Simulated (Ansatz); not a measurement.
# La: how well frozen cores do

The same cell of La is computed with full-potential LAPW, PAW on the default files and all-electron PAW on datasets made for the crystal, to set the results side by side.

Method: DFT PBE, scalar-relativistic, in Ansatz 0.2.0.

**1. The structure to begin with**

The structure is hexagonal, space group P6_3/mmc (No. 194). The conventional cell has a = 3.770 Å, b = 3.770 Å, c = 12.159 Å, α = 90.00°, β = 90.00°, γ = 120.00°. Around La (site symmetry -3m) lie 12 La at 3.74 to 3.77 Å. La (site symmetry -6m2) has 12 La at 3.74 to 3.77 Å as nearest neighbours.

As a file:

```
CELL_PARAMETERS angstrom
3.77000 0.00000 0.00000
-1.88500 3.26492 0.00000
0.00000 0.00000 12.15900
ATOMIC_POSITIONS crystal
La 0.00000 0.00000 0.00000
La 0.00000 0.00000 0.50000
La 0.33333 0.66667 0.75000
La 0.66667 0.33333 0.25000
```

Structure: COD 9008525, as refined from experiment and not relaxed.

Atoms are numbered in the order of the input: La1, La2, La3, La4.

**2. Full-potential LAPW**

Input file input.yaml:

```yaml
crystal:
  lattice:
    - [3.7700018307, 0.0, 0.0]
    - [-1.8850009153, 3.2649173577, 0.0]
    - [0.0, 0.0, 12.159]
  atoms:
    - { symbol: La, position: [0.0, 0.0, 0.0] }
    - { symbol: La, position: [0.0, 0.0, 0.5] }
    - { symbol: La, position: [0.3333333333, 0.6666666667, 0.75] }
    - { symbol: La, position: [0.6666666667, 0.3333333333, 0.25] }
kpoints:
  mp_grid: { grid: [10, 10, 3] }
  band_path:
    path:
      - [0.0, 0.0, 0.0]
      - [0.5, 0.0, 0.0]
      - [0.3333333333, 0.3333333333, 0.0]
      - [0.0, 0.0, 0.0]
      - [0.0, 0.0, 0.5]
      - [0.5, 0.0, 0.5]
      - [0.3333333333, 0.3333333333, 0.5]
      - [0.0, 0.0, 0.5]
      - [0.5, 0.0, 0.5]
    npoints: 8
scf:
  occupations: { method: fermi_dirac, width: 0.08 }
hamiltonian:
  xc: pbe
  pseudopotentials: { kind: all_electron, lapw: { basis_error: 0.001 } }
output:
  forces: true
  stress: true
  eigenvalues: true
  populations: true
  dos: { projected: true, de: 0.2, e_range: [-14, 8] }
```

The run is started by

```sh
> ansatz run input.yaml --threads 1 --pin off --max-ram 3072MiB --backend cpu --events-out ev --progress --plain --runs-dir out
```

**3. PAW on the default files**

Changes to input.yaml since step 2:

```diff
@@ -28,3 +28,3 @@
   xc: pbe
-  pseudopotentials: { kind: all_electron, lapw: { basis_error: 0.001 } }
+  pseudopotentials: { kind: paw }
 output:
@@ -33,3 +33,9 @@
   eigenvalues: true
+  efg: { contact_densities: true }
   populations: true
+  bader: true
   dos: { projected: true, de: 0.2, e_range: [-14, 8] }
+  write_density: true
+  write_potential: true
+  elf: true
+  volumetric_format: npy
```

**4. All-electron PAW on datasets made for the crystal**

Changes to input.yaml since step 3:

```diff
@@ -28,3 +28,3 @@
   xc: pbe
-  pseudopotentials: { kind: paw }
+  pseudopotentials: { kind: all_electron, datasets: crystal }
 output:
@@ -34,8 +34 @@
   efg: { contact_densities: true }
-  populations: true
-  bader: true
-  dos: { projected: true, de: 0.2, e_range: [-14, 8] }
-  write_density: true
-  write_potential: true
-  elf: true
-  volumetric_format: npy
```

(Steps that only read results are left out.)

**Question.** What will these runs give? Wanted: pressure; gap; Bader charges; highest ELF.

The runs gave:

| quantity | value |
| --- | --- |
| pressure | LAPW -0.05, PAW -0.08, crystal datasets -0.05 GPa |
| gap (LAPW) | none |
| Bader charges (PAW) | La1 +0.04, La3 -0.04 e |
| highest ELF (PAW) | 0.69, 2.57 Å from La |

**Reading.** The pressure is within half a GPa of zero, so the volume is close to equilibrium at this level. There is no gap at this level; the crystal is a metal here. La 5d carries the largest share, 79 %, of the projected states within 0.3 eV of the Fermi level. The projection holds only the free atom's occupied shells (La 6s, La 5p, La 5d, La 4f in this range). The field gradient at La3, the largest by crystal datasets, is 1.93 by PAW and 1.95 by crystal datasets (10²¹ V/m²), within 5 %. No spin–orbit coupling: at heavy atoms the gradients can be off by tens of per cent for that reason. In pressure, PAW differs from LAPW by -0.03 GPa. LAPW took about 1.8 times as long as PAW (55 s against 31 s, on a shared host and with the outputs that each input asks for). Spin-orbit coupling is left out, though the cell holds La; in elements this heavy it can shift bands and gaps by tenths of an eV.
